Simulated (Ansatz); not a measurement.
# LiBe16: the cost of one run

All numbers below are computed with Ansatz 0.2.0 (DFT PBE, plane waves, PAW, scalar-relativistic, no spin polarisation).

**1. The system as given**

The cell holds 17 atoms (Be16Li): a = 4.580 Å, b = 3.966 Å, c = 7.177 Å, α = 90.00°, β = 90.00°, γ = 90.00°.

Structure file:

```xyz
17
Lattice="-2.2900 -3.9664 0.0000 3.4350 -1.9832 0.0000 0.0000 0.0000 7.1769" Properties=species:S:1:pos:R:3 pbc="T T T"
Be    0.0000   -3.9664    0.0000
Be    0.0000   -2.6443    1.7942
Be    0.0000   -3.9664    3.5884
Be    0.0000   -2.6443    5.3826
Be   -1.1450   -1.9832    0.0000
Be    2.2900   -2.6443    1.7942
Be   -1.1450   -1.9832    3.5884
Be    2.2900   -2.6443    5.3826
Be    1.1450   -1.9832    0.0000
Be    1.1450   -0.6611    1.7942
Be    1.1450   -1.9832    3.5884
Be    1.1450   -0.6611    5.3826
Be    0.0000    0.0000    0.0000
Be    1.1450   -4.6275    1.7942
Be    0.0000    0.0000    3.5884
Be    1.1450   -4.6275    5.3826
Li   -0.0225   -1.3199    4.4361
```

**2. Relaxing end A**

input.yaml reads:

```yaml
crystal:
  lattice:
    - [-2.29, -3.966396, 0.0]
    - [3.435, -1.983198, 0.0]
    - [0.0, 0.0, 7.17686]
  atoms:
    - { symbol: Be, position: [0.75, 0.5, 0.0] }
    - { symbol: Be, position: [0.5, 0.3333333, 0.25] }
    - { symbol: Be, position: [0.75, 0.5, 0.5] }
    - { symbol: Be, position: [0.5, 0.3333333, 0.75] }
    - { symbol: Be, position: [0.5, 0.0, 0.0] }
    - { symbol: Be, position: [0.25, 0.8333333, 0.25] }
    - { symbol: Be, position: [0.5, 0.0, 0.5] }
    - { symbol: Be, position: [0.25, 0.8333333, 0.75] }
    - { symbol: Be, position: [0.25, 0.5, 0.0] }
    - { symbol: Be, position: [0.0, 0.3333333, 0.25] }
    - { symbol: Be, position: [0.25, 0.5, 0.5] }
    - { symbol: Be, position: [0.0, 0.3333333, 0.75] }
    - { symbol: Be, position: [0.0, 0.0, 0.0] }
    - { symbol: Be, position: [0.75, 0.8333333, 0.25] }
    - { symbol: Be, position: [0.0, 0.0, 0.5] }
    - { symbol: Be, position: [0.75, 0.8333333, 0.75] }
    - { symbol: Li, position: [0.252025, 0.1614798, 0.61811] }
basis:
  ecutwfc: 420.0
kpoints:
  mp_grid: { grid: [5, 5, 3] }
hamiltonian:
  xc: pbe
scf:
  occupations: { method: gaussian, width: 0.15 }
  lower_state_search: "off"
relax:
  f_tol: 0.03
  max_steps: 60
  adjacent_minimum: "off"
output:
  write_density: true
  write_potential: true
  elf: true
  volumetric_format: npy
```

Launch:

```console
$ ansatz run input.yaml --threads 1 --pin off --max-ram 3072MiB --backend cpu --events-out ev --progress --plain --runs-dir out
```

What time and memory should one allow on 1 thread of Intel Xeon Platinum 8488C (Sapphire Rapids), shared host?

About 2.2 min, with a peak of 0.5 GiB.
